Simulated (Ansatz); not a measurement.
I need a rigid torsion scan of CH4BI, SMILES BCI. Use the Python package of Ansatz (0.2.0). Settings (for the species named): Hartree-Fock, def2-SVP basis, multiplicity 1.

```xyz
7

B    -0.7828    0.1143   -0.4514
C     0.5811    0.0929    0.2511
I     0.8851   -1.8437    1.0622
H    -1.4677   -0.7739   -0.4933
H    -1.1807    1.1559   -0.9948
H     0.6191    0.8647    1.0646
H     1.4072    0.3218   -0.4842
```

The script, `ch4bi_torsion.py`:
```python
# -*- coding: utf-8 -*-
"""Energy of CH4BI as one group turns about a bond."""

import ansatz as az
from ase import Atoms

BASIS_SET = "def2-SVP"
XC = "HF"
FMAX = 0.02


def main():
    atoms = Atoms(["B", "C", "I", "H", "H", "H", "H"], positions=[
        [-0.7828, 0.1143, -0.4514],
        [0.5811, 0.0929, 0.2511],
        [0.8851, -1.8437, 1.0622],
        [-1.4677, -0.7739, -0.4933],
        [-1.1807, 1.1559, -0.9948],
        [0.6191, 0.8647, 1.0646],
        [1.4072, 0.3218, -0.4842],
    ])

    # start the scan from a relaxed geometry
    first = (
        az.Crystal.molecule_from_ase(atoms).calculation()
        .basis(gaussian=BASIS_SET)
        .functional(XC)
        .relax(force_tolerance=FMAX, max_steps=80)
    )
    atoms.positions = first.run(threads=1, backend="cpu").report["positions_ang"]

    start = atoms.get_dihedral(2, 1, 0, 3)
    energies = {}
    for turn in range(0, 360, 30):
        turned = atoms.copy()
        turned.set_dihedral(2, 1, 0, 3, start + turn, indices=[0, 3, 4])
        calc = (
            az.Crystal.molecule_from_ase(turned).calculation()
            .basis(gaussian=BASIS_SET)
            .functional(XC)
        )
        energies[round((start + turn) % 360)] = calc.run(threads=1, backend="cpu").report["free_energy_ev"]
    floor = min(energies.values())
    print("dihedral I2-C1-B0-H3 (deg)   E - E(min) (kJ/mol)")
    for angle, e in sorted(energies.items()):
        print(f"{angle:8d} {96.485332 * (e - floor):14.3f}  " + "#" * int(30 * (e - floor) / max(max(energies.values()) - floor, 1e-9)))


if __name__ == "__main__":
    main()
```

Running `python ch4bi_torsion.py` prints:
```text
dihedral I2-C1-B0-H3 (deg)   E - E(min) (kJ/mol)
       1         70.275  ##############################
      31         48.838  ####################
      61         14.302  ######
      91          0.133
     121         14.301  ######
     151         48.836  ####################
     181         70.273  #############################
     211         49.285  #####################
     241         14.434  ######
     271          0.000
     301         14.433  ######
     331         49.285  #####################
```

Caveats:
- The scan is rigid and the energies are electronic, in a modest basis. With rigid groups the curve can differ much from the relaxed path, the start wasn't checked as a minimum of this torsion, and equivalent turns needn't return to the same energy.
- def2 sets replace the cores of elements past krypton by effective core potentials.
- Timing: 54 s on 1 thread of Arm Neoverse V1, with other jobs on the host, peak memory 0.23 GiB.
